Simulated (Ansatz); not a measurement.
# CH2F2Si (SMILES FC=[SiH]F): single points off equilibrium

The task here is to estimate one member of a computed series from the others.

The runs use Ansatz 0.2.0, Gaussian basis; single points in def2-TZVPP.

Cores are frozen in the correlated methods.

## The system as given

SMILES `FC=[SiH]F`, 6 atoms, charge 0, spin multiplicity 1.

Atoms are counted from 1 here; the program's logs count them from 0.

Bond lengths: F1–C2 1.392 Å, C2–Si3 1.753 Å, C2–H5 0.989 Å, Si3–F4 1.578 Å, Si3–H6 1.398 Å. Angles: F1–C2–Si3 120.0°, F1–C2–H5 112.1°, Si3–C2–H5 127.9°, C2–Si3–F4 126.2°, C2–Si3–H6 129.7°, F4–Si3–H6 104.1°.

Coordinates:

```xyz
6
CH2F2Si
F     1.0744   -1.4203   -0.8705
C     0.7873   -0.1024   -0.5250
Si   -0.6436    0.2653    0.4179
F    -1.7117   -0.7738    0.9361
H     1.4829    0.5252   -0.8428
H    -1.1066    1.4950    0.8953
```

Set-up of the first run:

Contents of run/in.yaml:

```yaml
crystal:
  periodic: [false, false, false]
  atoms:
    - {symbol: F, position_ang: [1.074400, -1.420300, -0.870500]}
    - {symbol: C, position_ang: [0.787300, -0.102400, -0.525000]}
    - {symbol: Si, position_ang: [-0.643600, 0.265300, 0.417900]}
    - {symbol: F, position_ang: [-1.711700, -0.773800, 0.936100]}
    - {symbol: H, position_ang: [1.482900, 0.525200, -0.842800]}
    - {symbol: H, position_ang: [-1.106600, 1.495000, 0.895300]}
basis:
  gaussian: {orbitals: def2-TZVPP}
correlation: {method: ccsd_t}
output: {forces: true}
```

Command:

```
$ ansatz run in.yaml --threads 4 --pin off --events-out ev --progress --plain --max-ram 5222MiB
```

Steps of the session up to this table: CCSD(T)/def2-TZVPP; PBE0-D4/def2-TZVPP; wB97M-V/def2-TZVPP; r2SCAN-D4/def2-TZVPP; PBE-D4/def2-TZVPP; r2SCANh-D4/def2-TZVPP; HSE06-D4/def2-TZVPP.

One table of the session follows, with a row left open; its other results are not shown here.

| method | RMS force component (eV/Å) | angle to CCSD(T) forces (°) | dipole (D) |
| --- | --- | --- | --- |
| CCSD(T) | 1.742 | reference | 2.43 |
| PBE0-D4 | 1.882 | 4.2 | 2.44 |
| wB97M-V | ? | ? | ? |
| r2SCAN-D4 | 1.808 | 2.2 | 2.25 |
| PBE-D4 | 1.844 | 6.2 | 2.14 |
| r2SCANh-D4 | 1.828 | 3.7 | 2.36 |
| HSE06-D4 | 1.881 | 4.1 | 2.42 |

Estimate the missing values for wB97M-V.

The run gave: RMS force component (eV/Å): 1.836; angle to CCSD(T) forces (°): 6.6; dipole (D): 2.55. In the column «RMS force component (eV/Å)» it lies between r2SCANh-D4 (1.828) and PBE-D4 (1.844).
